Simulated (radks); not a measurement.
**Nuclear size and the levels of Te³⁺**

The task here is to estimate one member of a computed series from the others.

Method: Dirac Kohn-Sham, LDA (Slater exchange, Perdew-Wang correlation), spin-unpolarised, spherical densities, finite nucleus; open shells are shared between the two j in proportion to 2j + 1. Code: radks (a radial shooting solver on a logarithmic mesh, Libxc functionals) version 1.

## Starting point

* element: tellurium (Z = 52)
* charge: +3
* electrons: 49
* configuration: [Kr] 4d10 5s2 5p1
* nuclear rms radius: 4.7423 fm

The outer shells:

Te³⁺
```
[Kr] core
4d [↑↓][↑↓][↑↓][↑↓][↑↓]
5s [↑↓]
5p [↑ ][  ][  ]
```

The first run:

The run's settings:

```text
Z 52
configuration [Kr] 4d10 5s2 5p1 6s0 4f0
relativity Dirac
functional lda,pw
spin unpolarised
j_filling average
nucleus finite rms 4.7423 fm
c 137.035999084
```

Among the steps run: rms radius 4.7423 fm.

One table of the session follows, with a row left open; its other results are not shown here.

It belongs to the step «rms radius 4.7423 fm». Sizes of the orbitals, from the radial functions (bohr):

| level | <r> | outermost maximum (interpolated) | 90 % within | nodes |
| --- | --- | --- | --- | --- |
| 4d3/2 | 0.9587 | 0.805 | 1.47 | 1 |
| 4d5/2 | 0.9705 | 0.814 | 1.49 | 1 |
| 5s1/2 | 1.915 | 1.72 | 2.75 | 4 |
| 5p1/2 | 2.171 | 1.93 | 3.14 | 3 |
| 5p3/2 | 2.240 | 2.00 | 3.24 | 3 |
| 6s1/2 | ? | ? | ? | ? |
| 4f5/2 | 3.013 | 2.57 | 4.92 | 0 |
| 4f7/2 | 3.022 | 2.58 | 4.93 | 0 |

Estimate the missing values for 6s1/2.

As computed: <r>: 4.037; outermost maximum (interpolated): 3.86; 90 % within: 5.68; nodes: 5. In the column «<r>» it is the highest.
